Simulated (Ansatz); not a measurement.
# CH6BFS2Si: the cost of one run

All numbers below are computed with Ansatz 0.2.0 (RKS B3LYP-D4/def2-SVP).

1 further run of the same task is left out (it didn't finish).

## Step 1: Starting point

Bond lengths: B1–C2 1.657 Å, C2–F3 1.371 Å, C2–S4 1.745 Å, C2–S5 1.835 Å, S5–Si6 2.177 Å, B1–H7 1.166 Å, B1–H8 1.142 Å, S4–H9 1.435 Å, Si6–H10 1.479 Å, Si6–H11 1.494 Å, Si6–H12 1.463 Å. Angles (14 of 17 angles, heavy atoms first): B1–C2–F3 109.8°, B1–C2–S4 109.1°, B1–C2–S5 110.4°, F3–C2–S4 108.2°, F3–C2–S5 111.3°, S4–C2–S5 107.9°, C2–S5–Si6 98.3°, C2–B1–H7 118.8°, C2–B1–H8 118.9°, C2–S4–H9 95.4°, S5–Si6–H10 110.1°, S5–Si6–H11 110.0°, S5–Si6–H12 110.4°, H7–B1–H8 122.2°.

As a file:

```xyz
12

B     0.3002   -1.5587   -0.5051
C    -0.8495   -0.4401   -0.0916
F    -0.8500   -0.2548    1.2669
S    -2.4212   -1.0346   -0.5609
S    -0.5550    1.1389   -0.9795
Si    1.0922    1.8815    0.2347
H     1.4171   -1.3354   -0.2558
H    -0.0213   -2.5002   -1.0649
H    -2.4629   -2.0905    0.4100
H     2.2468    0.9624    0.1404
H     0.6735    1.9698    1.6658
H     1.5071    3.2065   -0.2258
```

## Step 2: Relaxing end A

The input, input.yaml:

```yaml
crystal:
  periodic: [false, false, false]
  atoms:
    - { symbol: B, position_ang: [0.3002, -1.5587, -0.5051] }
    - { symbol: C, position_ang: [-0.8495, -0.4401, -0.0916] }
    - { symbol: F, position_ang: [-0.85, -0.2548, 1.2669] }
    - { symbol: S, position_ang: [-2.4212, -1.0346, -0.5609] }
    - { symbol: S, position_ang: [-0.555, 1.1389, -0.9795] }
    - { symbol: Si, position_ang: [1.0922, 1.8815, 0.2347] }
    - { symbol: H, position_ang: [1.4171, -1.3354, -0.2558] }
    - { symbol: H, position_ang: [-0.0213, -2.5002, -1.0649] }
    - { symbol: H, position_ang: [-2.4629, -2.0905, 0.41] }
    - { symbol: H, position_ang: [2.2468, 0.9624, 0.1404] }
    - { symbol: H, position_ang: [0.6735, 1.9698, 1.6658] }
    - { symbol: H, position_ang: [1.5071, 3.2065, -0.2258] }
basis:
  gaussian: { orbitals: def2-SVP }
hamiltonian:
  xc: b3lyp
  dispersion: d4
relax:
  f_tol: 0.02
  max_steps: 50
```

Command:

```
$ ansatz run input.yaml --threads 2 --pin off --max-ram 3072MiB --backend cpu --events-out ev --progress --plain --runs-dir out
```

What time and memory should one allow on 2 threads of Intel Xeon Platinum 8259CL at 2.50GHz (Skylake/Cascade Lake), shared host?

About 78 s, with a peak of 0.35 GiB.
